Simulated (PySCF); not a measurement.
# CaCl: from the state search to spectroscopic constants

Aim: find the lowest electronic state of CaCl, scan its bond at several levels of theory, and get bond length, wavenumber and dissociation energy from each curve.

The runs use PySCF 2.14.0; Ca x2c-SVPall, Cl x2c-SVPall, spin-free X2C with a Gaussian nucleus.

### Step 1. Input

A driver script around PySCF takes these settings:

```json
{"atoms": "Ca, Cl", "charge": "0", "basis": "Ca x2c-SVPall, Cl x2c-SVPall", "Hamiltonian": "spin-free X2C with a Gaussian nucleus", "basis functions": "42", "electrons treated": "37", "masses in u": "39.9626, 34.9689", "levels": "PBE0, PBE, r²SCAN, MN15, LDA, r²SCAN0, HF, MP2, SCS-MP2, CCSD, CCSD(T)", "grid": "80 radial by 434 angular points", "occupations": "held fixed by the projection of orbital angular momentum", "dissociation limit": "Ca + Cl, each in its ground configuration", "starting distance in angstrom": "2.560", "values of 2S to try": "1, 3"}
```

Started as:

```sh
$ OMP_NUM_THREADS=1 python dia.py task.json out
```

After this run come: The PBE0 curve of the state that the search chose; Other states along the same grid; PBE; r²SCAN; MN15 (hybrid meta-GGA); LDA (local density); r²SCAN0; UHF; Correlated methods on the Hartree–Fock reference.

**Question.** What will these runs give? Wanted: for each run, Re; ωe; De; μ.

As calculated:

Lowest PBE0 solution found, without spin–orbit coupling: ²Σ⁺ (doublet), unpaired electrons σ ↑. State 2 has its PBE0 minimum 6.25 eV higher. The other levels ran on the lowest alone.

```
      level  Re (Å)  ωe (cm⁻¹)  De (eV)  μ (D)
        UHF   2.494        370     3.61  -4.71
    UHF-MP2   2.470        372     3.81    n/a
UHF-SCS-MP2   2.475        371     3.66    n/a
   UHF-CCSD   2.474        371     3.55    n/a
UHF-CCSD(T)   2.474        370     3.58    n/a
        LDA   2.374        407     4.91  -3.86
        PBE   2.415        387     4.46  -3.90
     r²SCAN   2.425        389     4.70  -4.27
       PBE0   2.421        388     4.36  -4.17
    r²SCAN0   2.429        389     4.51  -4.43
       MN15   2.414        388     4.09  -4.64
```

De is counted to Ca + Cl in their ground configurations. A positive dipole means Ca(−)Cl(+).

Differences from CCSD(T) in the same basis:

```
      level  Re (mÅ)  ωe (%)
        UHF      +21    -0.1
    UHF-MP2       -4    +0.5
UHF-SCS-MP2       +2    +0.2
   UHF-CCSD       +1    +0.1
        LDA     -100   +10.0
        PBE      -59    +4.5
     r²SCAN      -49    +5.2
       PBE0      -52    +4.8
    r²SCAN0      -45    +5.0
       MN15      -59    +4.7
```

In words: Against CCSD(T) in the same basis, the bond length is nearest at UHF-CCSD (+1 mÅ) and farthest at LDA (-100 mÅ); the wavenumber is nearest at UHF and UHF-CCSD (0.1 % off) and farthest at LDA (+10.0 %). CCSD(T) in a basis this small is itself some way from its limit, more so than the functionals. Among the levels with a De in the table, it runs from 3.55 eV (UHF-CCSD) to 4.91 eV (LDA).

Correlated steps freeze 10 core orbitals.
